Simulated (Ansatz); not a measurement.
Run this with the Python package of Ansatz (0.2.0) and show what comes out.

`basis.py`
```python
# -*- coding: utf-8 -*-
"""How the energy of GeH4Se converges with the basis."""

import ansatz as az

geometry_ang = [
    ("Ge", (-0.2279, -0.3253, -0.4374)),
    ("Se", (-0.224, 0.9925, 1.5294)),
    ("H", (0.3553, -1.6559, -0.2079)),
    ("H", (-1.6741, -0.4783, -0.892)),
    ("H", (0.4985, 0.4595, -1.5837)),
    ("H", (1.3144, 0.9434, 1.5454)),
]
molecule = az.Crystal.molecule()
for symbol, xyz in geometry_ang:
    molecule = molecule.atom(symbol, xyz)

setup = molecule.calculation().functional("hf")

energies = {}
for basis in ["cc-pVDZ", "cc-pVTZ"]:
    summary = setup.basis(gaussian=basis).run(threads=1, backend="cpu").report
    size = summary["n_frozen"] + summary["n_occupied"][0] + summary["n_virtual"][0]
    energies[basis] = (summary["reference_energy_ev"] / 27.211386246, summary["free_energy_ev"] / 27.211386246)
    print(f"{basis:14s} {size:4d} orbitals  reference {energies[basis][0]:14.6f} Ha  total {energies[basis][1]:14.6f} Ha")

last = energies["cc-pVTZ"][1]
for basis, (_, total) in energies.items():
    print(f"{basis:14s} lies {27.211386 * (total - last):9.4f} eV above cc-pVTZ")
```

```console
$ python basis.py
cc-pVDZ          74 orbitals  reference   -4477.485032 Ha  total   -4477.485032 Ha
cc-pVTZ         142 orbitals  reference   -4477.636146 Ha  total   -4477.636146 Ha
cc-pVDZ        lies    4.1120 eV above cc-pVTZ
cc-pVTZ        lies    0.0000 eV above cc-pVTZ
```

Against cc-pVDZ: cc-pVTZ -151.1 mHa. The last step alone is -151.11 mHa. From the first set to the last the time grows from 1.5 to 1.9 s.

Reading the output:
- These settings explore the input space; basis and method may be short of convergence.
- The geometry is a force-field or estimated start, not a minimum of this method, and the last set is no limit. Much of the fall in a total is atomic energy, which cancels in bond and reaction energies.
- Wall time of the script: 3.8 s on 1 thread of Arm Neoverse V1, on a shared host, peak memory 0.32 GiB.
